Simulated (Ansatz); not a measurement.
# C₃H₉Al: basis-set convergence

One table from this session's results is given with a row withheld; the runs are named, their logs left out.

Method: one geometry, several basis sets; program: Ansatz 0.2.0, Gaussian basis.

Plan: PBE0-D4/def2-SVP; ωB97M-V/def2-SVP; PBE0-D4/def2-QZVPP; ωB97M-V/def2-QZVPP; the functionals' def2-TZVPP values are taken from earlier runs.

## The geometry

The geometry comes from an earlier relaxation with PBE0-D4 in a triple-zeta def2 set; it is a stationary point, not always the lowest conformer.

SMILES `CC[CH2][AlH2]`, 13 atoms, charge 0, spin multiplicity 1.

Atoms are counted from 1 here; the program's logs count them from 0.

Bond lengths: C1–C2 1.521 Å, C1–H5 1.094 Å, C1–H6 1.093 Å, C1–H7 1.094 Å, C2–C3 1.528 Å, C2–H8 1.096 Å, C2–H9 1.096 Å, C3–Al4 1.958 Å, C3–H10 1.100 Å, C3–H11 1.100 Å, Al4–H12 1.591 Å, Al4–H13 1.592 Å. Angles: C2–C1–H5 110.9°, C2–C1–H6 111.8°, C2–C1–H7 110.9°, H5–C1–H6 107.8°, H5–C1–H7 107.4°, H6–C1–H7 107.8°, C1–C2–C3 113.4°, C1–C2–H8 109.2°, C1–C2–H9 109.2°, C3–C2–H8 109.8°, C3–C2–H9 109.8°, H8–C2–H9 105.2°, C2–C3–Al4 117.0°, C2–C3–H10 110.0°, C2–C3–H11 110.0°, Al4–C3–H10 107.5°, Al4–C3–H11 107.6°, H10–C3–H11 103.9° and more.

The first run:

in.yaml

```yaml
crystal:
  periodic: [false, false, false]
  atoms:
    - {symbol: C, position_ang: [-0.935537, 1.364844, -1.007583]}
    - {symbol: C, position_ang: [-0.455613, 0.558470, 0.188856]}
    - {symbol: C, position_ang: [0.479409, -0.589001, -0.188586]}
    - {symbol: Al, position_ang: [1.160344, -1.698900, 1.273011]}
    - {symbol: H, position_ang: [-1.478119, 0.729643, -1.713666]}
    - {symbol: H, position_ang: [-1.601969, 2.178255, -0.708163]}
    - {symbol: H, position_ang: [-0.090838, 1.804406, -1.545810]}
    - {symbol: H, position_ang: [-1.324014, 0.166323, 0.730467]}
    - {symbol: H, position_ang: [0.046357, 1.228094, 0.896566]}
    - {symbol: H, position_ang: [1.347404, -0.200684, -0.742321]}
    - {symbol: H, position_ang: [-0.015760, -1.256705, -0.909526]}
    - {symbol: H, position_ang: [2.135399, -2.916606, 0.958132]}
    - {symbol: H, position_ang: [0.753335, -1.402840, 2.783422]}
basis:
  gaussian: {orbitals: def2-SVP}
hamiltonian: {xc: pbe0, dispersion: d4}
output: {orbitals: {seedname: orbitals}}
```

Run with:

```sh
$ ansatz run in.yaml --threads 4 --pin off --events-out ev --progress --plain --max-ram 10444MiB
```

Steps of the session up to this table: PBE0-D4 in def2-SVP; ωB97M-V in def2-SVP; PBE0-D4 in def2-QZVPP; ωB97M-V in def2-QZVPP.

One of the session's tables, all rows but one given; the rest of the session is left out.

It belongs to the step «Density functionals: the series». 

```
functional       basis  HOMO (eV)  LUMO (eV)
   PBE0-D4    def2-SVP      -7.55      -1.27
   PBE0-D4  def2-TZVPP          ?          ?
   PBE0-D4  def2-QZVPP      -7.55      -1.33
   ωB97M-V    def2-SVP      -9.74       0.39
   ωB97M-V  def2-TZVPP      -9.76       0.26
   ωB97M-V  def2-QZVPP      -9.76       0.06
```

Estimate the missing values for PBE0-D4, def2-TZVPP.

**Answer.** HOMO (eV): -7.55; LUMO (eV): -1.30.
